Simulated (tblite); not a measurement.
# C2H10GeOSi3: the cost of one run

Computed with tblite 0.8.0 and PySCF 2.14.0, with density-fitted response routines of our own, on a single molecule in the gas phase. Atoms are numbered from 0 throughout.

**1. The molecule as given**

17 atoms, charge 0, multiplicity 1; geometry from: force field or distance geometry start.

Bonds of the start (Å): C0–C1 1.21, C1–Si2 1.83, Si2–Si3 2.27, Si3–Si4 2.24, Si3–O5 1.72, O5–Ge6 1.77, C0–H7 1.06, Si2–H8 1.46, Si2–H9 1.47, Si3–H10 1.47, Si4–H11 1.47, Si4–H12 1.48, Si4–H13 1.46, Ge6–H14 1.54, Ge6–H15 1.55, Ge6–H16 1.54.

**2. Optimising the geometry with GFN2-xTB**

The job: settings as JSON, then the geometry in Å.

```
{"job": {"kind": "relax", "xc": "GFN2-xTB", "basis": "xTB"}, "charge": 0, "multiplicity": 1}
C      3.779600     0.440900     0.226300
C      2.794000    -0.255000     0.343500
Si     1.320800    -1.324800     0.548200
Si    -0.476100     0.054400     0.495800
Si     0.197800     2.097600    -0.129700
O     -1.560700    -0.579100    -0.673800
Ge    -3.020800    -1.088000     0.189700
H      4.619900     1.080100     0.115900
H      1.443300    -2.035700     1.819500
H      1.197400    -2.299500    -0.539000
H     -1.063300     0.093300     1.839300
H     -1.001700     2.808200    -0.603800
H      1.109700     1.979300    -1.290000
H      0.896500     2.790500     0.953500
H     -2.587000    -2.103400     1.256200
H     -3.996300    -1.773500    -0.794300
H     -3.660000     0.126700     0.882200
```

Launch:

```sh
> OMP_NUM_THREADS=1 python probes_run.py task.json out
```

The driver reads the jobs from task.json and runs them one after another.

**Question.** How long does this first job take on 1 thread of Arm Neoverse N1, shared host?

About 3.3 s.
